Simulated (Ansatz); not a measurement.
**AlF3 (SMILES F[Al](F)F): B3LYP/6-311+G(d,p)**

Aim: the energy change on altering one bond length of AlF3 at B3LYP/6-311+G**, from 2 runs. 

Program for the calculation: Ansatz 0.2.0.

39 further runs of the same task are left out: 39 set aside as unsound or not needed.

## (1) Starting point

The species is AlF3 (4 atoms), meant as a singlet with charge 0. SMILES: `F[Al](F)F`. The shape is that of a PBE0-D4/def2-TZVP optimisation.

Bond lengths: F1–Al2 1.629 Å, Al2–F3 1.629 Å, Al2–F4 1.629 Å. Angles: F1–Al2–F3 120.0°, F1–Al2–F4 120.0°, F3–Al2–F4 120.0°.

## (2) The energy at B3LYP/6-311+G(d,p)

File in.yaml:

```yaml
crystal:
  periodic: [false, false, false]
  atoms:
    - {symbol: F, position_ang: [0.859410, -0.722590, 1.180170]}
    - {symbol: Al, position_ang: [-0.000000, -0.000010, -0.000000]}
    - {symbol: F, position_ang: [-1.440740, -0.612530, -0.450110]}
    - {symbol: F, position_ang: [0.581330, 1.335130, -0.730040]}
basis:
  gaussian:
    orbitals: 6-311+G_st__st_-spherical.json
output: {orbitals: {seedname: orbitals}}
hamiltonian:
  xc: {name: B3LYP}
accuracy: high
```

The basis set 6-311+G** is read from a file made from the Basis Set Exchange's data (not shown).

Launch:

```sh
ansatz run in.yaml --threads 1 --pin off --max-ram 3480MiB --events-out events.jsonl --progress --plain --runs-dir runs
```

What it wrote:

```text
Warning: RAYON_NUM_THREADS=1 ignored (pool sized by the plan → 1); use --threads N
Functional definition: B3LYP
  name "B3LYP"
  parameter a0 = 0.2
  parameter ax = 0.72
  parameter ac = 0.81
  exchange = (1 - a0 - ax)*slater_x + ax*b88_x + a0*exact_x
  correlation = (1 - ac)*vwn_rpa_c + ac*lyp_c
1643 factors; integrals over basis functions are off by at most 4.1e-9 eV
mean field evaluation 1: about -14750.0262 eV, gradient 7.0e1 eV
mean field evaluation 2: about -14734.5352 eV, gradient 1.3e2 eV
mean field evaluation 4: about -14756.6833 eV, gradient 6.8e-1 eV
mean field evaluation 8: about -14756.7573 eV, gradient 2.7e-2 eV
mean field evaluation 16: about -14756.7573 eV, gradient 2.7e-6 eV
mean field -14756.75733122 eV, -542.3008294330 hartree, gradient 3.3e-8 eV, S^2 0.000000; 0 other end points of the search recorded, 0 dependent functions left out
reference -14756.75738056 eV, -542.3008312462 hartree; 20, 20 occupied and 76, 76 virtual orbitals, 1643 factors
Total energy: -14756.75738056 eV, -542.3008312462 hartree
```

Wall time 4.2 s (1 thread of Arm Neoverse V2, shared host); peak memory 0.26 GiB.

## (3) The distorted shape

File input.yaml:

```yaml
crystal:
  periodic: [false, false, false]
  atoms:
    - {symbol: F, position_ang: [1.579744, -0.416345, 1.405214]}
    - {symbol: Al, position_ang: [0.720334, 0.306235, 0.225044]}
    - {symbol: F, position_ang: [-1.440740, -0.612530, -0.450110]}
    - {symbol: F, position_ang: [1.301664, 1.641375, -0.504996]}
basis:
  gaussian: {orbitals: 6-311+G_st__st_-spherical.json}
hamiltonian: {xc: {name: B3LYP}}
accuracy: high
output: {orbitals: {seedname: orbitals}}
```

The basis set 6-311+G** is read from a file made from the Basis Set Exchange's data (not shown).

Launch:

```sh
ansatz run input.yaml --threads 1 --pin off --max-ram 3480MiB --events-out events.jsonl --progress --plain --runs-dir runs
```

What it wrote, cut to the lines that bear on the results:

```text
Warning: RAYON_NUM_THREADS=1 ignored (pool sized by the plan → 1); use --threads N
[... 7 set-up lines as earlier in the session ...]
1626 factors; integrals over basis functions are off by at most 8.9e-9 eV
mean field evaluation 1: about -14745.1732 eV, gradient 7.4e1 eV
mean field evaluation 2: about -14646.1890 eV, gradient 2.3e2 eV
mean field evaluation 4: about -14753.4655 eV, gradient 1.5e1 eV
mean field evaluation 8: about -14753.7298 eV, gradient 1.6e-1 eV
mean field evaluation 16: about -14753.7929 eV, gradient 2.3e-5 eV
mean field -14753.79286613 eV, -542.1918873504 hartree, gradient 3.4e-8 eV, S^2 0.000000; 0 other end points of the search recorded, 0 dependent functions left out
reference -14753.79291504 eV, -542.1918891476 hartree; 20, 20 occupied and 76, 76 virtual orbitals, 1626 factors
Total energy: -14753.79291504 eV, -542.1918891476 hartree
```

Run time: 4.2 s. Hardware: 1 thread of Arm Neoverse V2, shared host; peak memory 0.25 GiB.

## (4) Summary of results

At B3LYP/6-311+G**:

| quantity | value |
| --- | --- |
| first shape: total energy | -542.30083 Eh |
| first shape: HOMO energy | -11.58 eV |
| first shape: LUMO energy | -2.16 eV |
| first shape: HOMO–LUMO gap | 9.42 eV |
| distorted shape: total energy | -542.19189 Eh |
| distorted shape: HOMO energy | -9.33 eV |
| distorted shape: LUMO energy | -4.38 eV |
| distorted shape: HOMO–LUMO gap | 4.95 eV |
| energy change with the Al2–F3 bond stretched from 1.629 to 2.443 Å | 2.964 eV |

With the Al2–F3 bond stretched from 1.629 to 2.443 Å the energy rises by 2.96 eV (68 kcal/mol). The first shape isn't relaxed at this level, so the change isn't measured from a minimum.
